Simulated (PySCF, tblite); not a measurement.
**C4H10GeSSi2: geometry, infrared bands and NMR shifts**

Wanted: the infrared bands and NMR shifts of C4H10GeSSi2 (`[GeH3][SiH2][SiH2]c1cccs1`), by calculation.

Computed with tblite 0.8.0 and PySCF 2.14.0, with density-fitted response routines of our own, on a single molecule in the gas phase. Atoms are numbered from 0 throughout.

## (1) The starting structure

18 atoms, charge 0, multiplicity 1; geometry from: force field or distance geometry start.

Bonds of the start (Å): Ge0–Si1 2.30, Si1–Si2 2.25, Si2–C3 1.84, C3–C4 1.39, C4–C5 1.40, C5–C6 1.39, C6–S7 1.68, S7–C3 1.67, Ge0–H8 1.55, Ge0–H9 1.56, Ge0–H10 1.55, Si1–H11 1.46, Si1–H12 1.48, Si2–H13 1.47, Si2–H14 1.46, C4–H15 1.09, C5–H16 1.09, C6–H17 1.07.

## (2) Optimising the geometry with GFN2-xTB

Job settings and geometry (Å):

```
{"job": {"kind": "relax", "xc": "GFN2-xTB", "basis": "xTB"}, "charge": 0, "multiplicity": 1}
Ge    -2.448300     1.059500     0.053700
Si    -2.041300    -1.143900    -0.485400
Si    -0.198500    -1.813200     0.619500
C      1.149800    -0.621000     0.233600
C      1.394300     0.563700     0.911100
C      2.436200     1.302900     0.334600
C      3.009300     0.703000    -0.781400
S      2.210300    -0.745400    -1.055100
H     -1.236400     1.921800    -0.369800
H     -3.732100     1.541200    -0.686800
H     -2.668300     1.187100     1.583400
H     -1.811400    -1.269400    -1.921500
H     -3.185100    -1.982200    -0.070300
H     -0.470100    -1.805200     2.059300
H      0.167800    -3.153200     0.183200
H      0.826300     0.902000     1.774900
H      2.770000     2.262500     0.727400
H      3.818800     1.096200    -1.368900
```

The run is started by

```
> OMP_NUM_THREADS=1 python probes_run.py task.json out
```

The driver reads the jobs from task.json and runs them one after another.

Output:

```text
step      E/eV     max force
  0    -605.10390    2.579
  1    -605.27825    0.734
  2    -605.33271    0.560
  3    -605.37370    0.644
  4    -605.41534    0.725
  5    -605.44136    0.430
  6    -605.46364    0.352
  7    -605.48144    0.378
  8    -605.49913    0.403
  9    -605.50978    0.290
 10    -605.51520    0.190
 11    -605.51898    0.209
 12    -605.52277    0.213
 13    -605.52594    0.156
 14    -605.52830    0.125
 15    -605.52989    0.092
 16    -605.53090    0.082
 17    -605.53144    0.042
 18    -605.53167    0.037
 19    -605.53181    0.026
 20    -605.53196    0.044
 21    -605.53218    0.054
 22    -605.53244    0.051
 23    -605.53265    0.041
 24    -605.53278    0.028
 25    -605.53286    0.028
 26    -605.53294    0.028
 27    -605.53302    0.031
 28    -605.53309    0.030
 29    -605.53316    0.020
 30    -605.53323    0.021
 31    -605.53331    0.028
 32    -605.53343    0.029
 33    -605.53357    0.032
 34    -605.53372    0.031
 35    -605.53385    0.028
 36    -605.53398    0.037
 37    -605.53411    0.036
 38    -605.53425    0.030
 39    -605.53437    0.029
 40    -605.53448    0.028
 41    -605.53458    0.032
 42    -605.53469    0.034
 43    -605.53478    0.021
 44    -605.53483    0.019
 45    -605.53487    0.018
 46    -605.53491    0.025
 47    -605.53497    0.030
 48    -605.53504    0.023
 49    -605.53509    0.017
 50    -605.53512    0.014
 51    -605.53514    0.017
 52    -605.53518    0.021
 53    -605.53523    0.021
 54    -605.53529    0.023
 55    -605.53534    0.025
 56    -605.53538    0.020
 57    -605.53541    0.017
 58    -605.53545    0.016
 59    -605.53548    0.016
 60    -605.53553    0.020
 61    -605.53559    0.024
 62    -605.53570    0.039
 63    -605.53584    0.041
 64    -605.53596    0.034
 65    -605.53605    0.038
 66    -605.53613    0.034
 67    -605.53625    0.036
 68    -605.53639    0.037
 69    -605.53651    0.026
 70    -605.53661    0.027
 71    -605.53671    0.026
 72    -605.53684    0.035
 73    -605.53699    0.030
 74    -605.53714    0.027
 75    -605.53730    0.034
 76    -605.53752    0.050
 77    -605.53785    0.076
 78    -605.53832    0.084
 79    -605.53881    0.064
 80    -605.53918    0.045
 81    -605.53940    0.033
 82    -605.53944    0.055
 83    -605.53971    0.039
 84    -605.53989    0.037
 85    -605.54045    0.053
 86    -605.54078    0.063
 87    -605.54107    0.050
 88    -605.54130    0.024
 89    -605.54144    0.029
 90    -605.54167    0.044
 91    -605.54207    0.061
 92    -605.54252    0.057
 93    -605.54276    0.045
 94    -605.54299    0.038
 95    -605.54311    0.033
 96    -605.54329    0.032
 97    -605.54355    0.033
 98    -605.54386    0.037
 99    -605.54406    0.031
100    -605.54415    0.017
101    -605.54418    0.016
102    -605.54421    0.012
103    -605.54423    0.009
```

It took 1.2 s on 1 thread of Arm Neoverse V1, shared host; peak memory 0.18 GiB.

Relaxation path: (not every step is listed)

```
step  energy from step 0 (eV)  largest force (eV/Å)
   0                   0.0000                2.5786
   1                  -0.1744                0.7343
   2                  -0.2288                0.5601
   3                  -0.2698                0.6436
   4                  -0.3114                0.7254
   5                  -0.3375                0.4298
   6                  -0.3597                0.3516
   7                  -0.3775                0.3777
   8                  -0.3952                0.4028
  17                  -0.4275                0.0420
  26                  -0.4290                0.0285
  35                  -0.4300                0.0276
  44                  -0.4309                0.0192
  53                  -0.4313                0.0207
  62                  -0.4318                0.0389
  71                  -0.4328                0.0258
  80                  -0.4353                0.0447
  89                  -0.4375                0.0287
  98                  -0.4400                0.0368
  99                  -0.4402                0.0307
 100                  -0.4402                0.0169
 101                  -0.4403                0.0157
 102                  -0.4403                0.0124
 103                  -0.4403                0.0086
```

Close pairs (by a distance rule), those that changed most:

```csv
bond,before (Å),after (Å),change (Å)
Si1–Si2,2.250,2.325,+0.074
C3–S7,1.674,1.735,+0.061
Ge0–H9,1.558,1.503,-0.056
Ge0–H10,1.551,1.503,-0.047
Ge0–H8,1.546,1.501,-0.045
C6–S7,1.677,1.717,+0.041
Ge0–Si1,2.305,2.343,+0.039
Si2–C3,1.841,1.877,+0.036
```

The final coordinates are the input of the step that follows.

## (3) Infrared spectrum with GFN2-xTB

Job settings and geometry (Å):

```
{"job": {"kind": "ir", "xc": "GFN2-xTB", "basis": "xTB"}, "charge": 0, "multiplicity": 1}
Ge    -2.347435     1.120366    -0.091704
Si    -2.146494    -1.203096    -0.318552
Si    -0.108286    -2.000032     0.466244
C      1.173531    -0.647568     0.243714
C      1.230582     0.572439     0.852728
C      2.300845     1.379973     0.414496
C      3.050885     0.768354    -0.537516
S      2.462353    -0.801905    -0.907591
H     -1.330667     1.935382    -0.837229
H     -3.649518     1.724794    -0.535696
H     -2.217473     1.631744     1.315934
H     -2.376209    -1.533833    -1.731374
H     -3.268896    -1.819818     0.401634
H     -0.122447    -2.328559     1.900226
H      0.396240    -3.179438    -0.243894
H      0.526399     0.880109     1.608064
H      2.500678     2.367693     0.790271
H      3.917153     1.139712    -1.048064
```

Output:

```text
mode    cm-1     km/mol
  1      -8.6      0.43
  2      18.9      0.12
  3      48.7      0.26
  4      97.3      0.64
  5     107.5      0.02
  6     161.3      0.60
  7     186.9      8.36
  8     305.5     53.96
  9     333.3     17.03
 10     349.7      3.21
 11     373.5     19.65
 12     400.7      3.90
 13     417.5      4.34
 14     432.4     16.42
 15     472.9      6.71
 16     531.4      1.84
 17     565.6     11.15
 18     568.5      3.59
 19     605.9    805.97
 20     642.2     33.73
 21     681.5    258.09
 22     734.8      7.86
 23     741.0     22.51
 24     780.6    139.28
 25     799.5    493.96
 26     810.7     50.70
 27     840.3    173.62
 28     846.9      9.51
 29     847.7      2.35
 30     896.3    145.84
 31     901.5    112.89
 32     991.0     47.73
 33    1075.1      0.22
 34    1097.9      7.42
 35    1182.0      5.34
 36    1326.9      2.52
 37    1438.7     21.63
 38    1537.7     13.84
 39    1915.1    210.55
 40    2002.2    503.72
 41    2011.8    467.08
 42    2174.9     16.40
 43    2188.5    331.29
 44    2194.4    559.48
 45    2226.2    263.41
 46    3096.0     28.85
 47    3126.2     24.89
 48    3161.9     11.31
```

Run time: 1.1 s. Hardware: 1 thread of Arm Neoverse V1, shared host; peak memory 0.18 GiB.

Which atoms move in the most intense modes:

```csv
cm⁻¹,km/mol,atoms
606,806.0,"H12 31 %, H11 26 %, H14 18 %"
682,258.1,"H13 39 %, H14 24 %, Si2 12 %"
800,494.0,"H12 20 %, H11 19 %, H13 14 %, H14 14 %"
2002,503.7,"H10 49 %, H9 49 %"
2012,467.1,"H8 71 %, H9 16 %, H10 11 %"
2188,331.3,H12 86 %
2194,559.5,"H11 66 %, H13 28 %"
2226,263.4,H14 95 %
```

## (4) Nuclear shieldings: PBE0/pcSseg-1

Same as in step 3 but for these lines:

```diff
@@ -1,2 +1,2 @@
-{"job": {"kind": "ir", "xc": "GFN2-xTB", "basis": "xTB"}, "charge": 0, "multiplicity": 1}
+{"job": {"kind": "nmr", "xc": "PBE0", "basis": "pcSseg-1"}, "charge": 0, "multiplicity": 1}
 Ge    -2.347435     1.120366    -0.091704
```

Method: GIAO PBE0/pcSseg-1 NMR shielding, non-relativistic, gas phase.

Output:

```text
coarse grid: 72000 points
cycle   1  E = -3211.4309050734  dE =  3.175e-01  |g| = 8.773e-01  |ddm| = 4.214e+00
cycle   2  E = -3211.3969005584  dE =  3.400e-02  |g| = 8.895e-01  |ddm| = 1.047e+00
cycle   3  E = -3211.4858991510  dE = -8.900e-02  |g| = 1.617e-01  |ddm| = 7.953e-01
cycle   4  E = -3211.4919282037  dE = -6.029e-03  |g| = 7.568e-02  |ddm| = 2.722e-01
cycle   5  E = -3211.4933086171  dE = -1.380e-03  |g| = 9.168e-03  |ddm| = 8.466e-02
cycle   6  E = -3211.4933253505  dE = -1.673e-05  |g| = 4.402e-03  |ddm| = 1.356e-02
cycle   7  E = -3211.4933298244  dE = -4.474e-06  |g| = 1.159e-03  |ddm| = 4.723e-03
final grid: 147192 points
cycle   8  E = -3211.4933738977  dE =  8.624e-07  |g| = 2.147e-03  |ddm| = 3.928e-03
cycle   9  E = -3211.4933699627  dE =  3.935e-06  |g| = 4.337e-03  |ddm| = 6.418e-03
cycle  10  E = -3211.4933751650  dE = -5.202e-06  |g| = 1.839e-04  |ddm| = 4.319e-03
cycle  11  E = -3211.4933751723  dE = -7.223e-09  |g| = 3.111e-05  |ddm| = 2.091e-04
cycle  12  E = -3211.4933751724  dE = -1.464e-10  |g| = 6.234e-06  |ddm| = 3.790e-05
converged SCF energy = -3211.4933751724

GIAO shielding tensors (ppm)
atom      isotropic    diamagn.    paramagn.     s11        s22        s33       span
  0 Ge    1699.649    2759.019   -1059.370   1670.973   1696.524   1731.451     60.479
  1 Si     468.731     880.337    -411.607    449.602    471.824    484.766     35.164
  2 Si     429.945     880.506    -450.561    405.797    421.475    462.564     56.767
  3 C       50.515     263.626    -213.111    -28.399     26.890    153.054    181.453
  4 C       44.158     252.297    -208.139    -47.036     32.476    147.034    194.070
  5 C       53.731     253.726    -199.995    -29.422     40.841    149.775    179.196
  6 C       46.086     263.634    -217.549    -41.569     36.912    142.914    184.482
  7 S      234.188    1057.522    -823.334     75.770    267.834    358.960    283.190
  8 H       28.920      31.396      -2.476     21.017     26.012     39.731     18.713
  9 H       28.461      29.359      -0.898     21.412     22.161     41.810     20.398
 10 H       28.506      31.022      -2.516     21.761     23.934     39.825     18.064
 11 H       28.127      28.554      -0.428     24.035     25.749     34.596     10.560
 12 H       28.124      28.341      -0.216     23.694     25.674     35.006     11.312
 13 H       26.723      28.643      -1.920     23.281     24.500     32.389      9.109
 14 H       26.963      28.587      -1.624     22.303     26.355     32.232      9.929
 15 H       24.248      33.990      -9.742     20.941     24.159     27.645      6.704
 16 H       24.305      30.929      -6.624     21.030     25.279     26.607      5.577
 17 H       24.275      30.624      -6.350     21.400     23.757     27.667      6.267
```

Run time: 71 s. Hardware: 1 thread of Arm Neoverse V1, shared host; peak memory 1 GiB.

The references, computed at this level on geometries of the same kind, shield at (ppm): ¹H TMS 31.72, ¹³C TMS 186.9, ²⁹Si TMS 349.2, ³³S CS2 504, ⁷³Ge GeMe4 1331. Their shielding less the atom's gives the shift. The references are single molecules in the gas phase. Atoms listed in one row are averaged.

```csv
atoms,environment,σ (ppm),δ (ppm)
C4,aromatic CH,44.2,142.8
C6,aromatic CH next to the ring sulfur,46.1,140.8
C3,substituted aromatic carbon next to the ring sulfur,50.5,136.4
C5,aromatic CH,53.7,133.2
H15,hydrogen on an aromatic CH,24.25,7.47
H17,hydrogen on an aromatic CH next to the ring sulfur,24.27,7.44
H16,hydrogen on an aromatic CH,24.30,7.41
"H13, H14","hydrogen on a silicon bonded to C, Si",26.84,4.87
"H11, H12","hydrogen on a silicon bonded to Ge, Si",28.13,3.59
"H8, H9, H10",hydrogen on a germanium bonded to Si,28.63,3.09
Ge0,"germanium bonded to Si, 3 H",1700,-369
Si2,"silicon bonded to C, Si, 2 H",429.9,-80.8
Si1,"silicon bonded to Ge, Si, 2 H",468.7,-119.6
S7,aromatic ring sulfur,234,270
```

The run also stored atomic charges by several schemes (e):

```
atoms  Mulliken    IAO  Hirshfeld  ESP fit
  Ge0     -0.18   0.19       0.19     0.09
  Si1      0.19   0.16       0.16     0.14
  Si2      0.46   0.48       0.24     0.25
   C3     -0.58  -0.43      -0.13    -0.19
   C4     -0.04  -0.17      -0.07     0.01
   C5     -0.04  -0.18      -0.07    -0.32
   C6     -0.27  -0.32      -0.08    -0.17
   S7      0.27   0.35       0.11     0.03
```

Mayer bond orders: Ge0–Si1 0.90, Si1–Si2 0.88, Si2–C3 0.83, C3–C4 1.57, C4–C5 1.29, C5–C6 1.57, C6–S7 1.19, S7–C3 1.16.

Ring of atoms C3, C4, C5, C6, S7: NICS(0) -12.6, NICS(1) -11.8, NICS(1)zz -28.5 ppm (means of both faces).

The fields below are evaluated on a grid from the run's orbitals.

Frontier orbitals at PBE0/pcSseg-1, with the share of their density that lies nearest to each atom:

```csv
orbital,energy (eV),lies on
HOMO,-6.98,"C3, C6 about 28 % each; C4, C5 about 11 % each"
LUMO,-0.89,C3 21 %; S7 18 %; C6 17 %
```

ELF in a plane through or near 5 of the atoms.

Ten even steps from '0' (0.00) to '9' (1.00):
```
0000000000000000000000000000
0000000000000000000000000000
0000000000000000000000000000
0000000000000000000242000000
0000000000000034111899700000
0000000000000299634999940000
0000000332100199522699930000
0000000355420068176166300000
0000222686533102422541000000
0000576374135300689851000000
0000466351157611515136410000
0000124775776745817549850000
0000002784765723994268740000
0000004898611333664222200000
0000002776201999620000000000
0000000231006999820000000000
0000000000006999810000000000
0000000000000354000000000000
0000000000000000000000000000
0000000000000000000000000000
```
The map spans 13.3 Å across and 11.6 Å up, centred on the molecule. Atoms in the plane (x, y in Å): Ge0 (2.0, 1.6), Si1 (2.4, -0.7), C6 (-3.1, 0.0), H9 (3.2, 2.5), H14 (0.3, -3.2).

On the surface of density 0.002 e/bohr³ the electrostatic potential runs, from the 1st to the 99th percentile, from -0.58 V near C5 to 1.16 V near H15.

## (5) What came out

```
                                                              quantity                                   value
                             strongest single infrared mode (GFN2-xTB)                    606 cm⁻¹, 806 km/mol
                                          zero-point energy (GFN2-xTB)                           69.0 kcal/mol
                                ¹³C shifts against TMS (PBE0/pcSseg-1)          142.8, 140.8, 136.4, 133.2 ppm
¹H shifts against TMS (PBE0/pcSseg-1, means over atoms taken as alike)  7.47, 7.44, 7.41, 4.87, 3.59, 3.09 ppm
                             ⁷³Ge shifts against GeMe4 (PBE0/pcSseg-1)                                -369 ppm
                               ²⁹Si shifts against TMS (PBE0/pcSseg-1)                       -80.8, -119.6 ppm
                                ³³S shifts against CS2 (PBE0/pcSseg-1)                                 270 ppm
                                 surface potential, 1st and 99th percentile                      -0.58 V and 1.16 V
```

**Reading.** Over 103 steps the energy fell by 0.440 eV; of the close pairs, Si1–Si2 changed most, 2.250 to 2.325 Å. The lowest mode is slightly imaginary (9i cm⁻¹), a soft motion within the noise of the Hessian, so the minimum is not strictly shown. The strongest single mode, at 606 cm⁻¹, is carried by H12, H11, H14. Unscaled tight-binding wavenumbers are off by several per cent, some by more. Its intensities can rank the bands wrongly. At PBE0/pcSseg-1: The widest tensor belongs to S7: span 283 ppm, with a paramagnetic part of -823 ppm. NICS(1)zz of -28 ppm above the planar ring from C3 marks a diatropic (aromatic) ring current. At PBE0/pcSseg-1, counted by nearest atom on the grid, the HOMO lies on C3, C6 about 28 % each; C4, C5 about 11 % each, the LUMO on C3 21 %; S7 18 %. Spin-orbit coupling is left out, which matters for shieldings and couplings at and beside the heavy atoms.
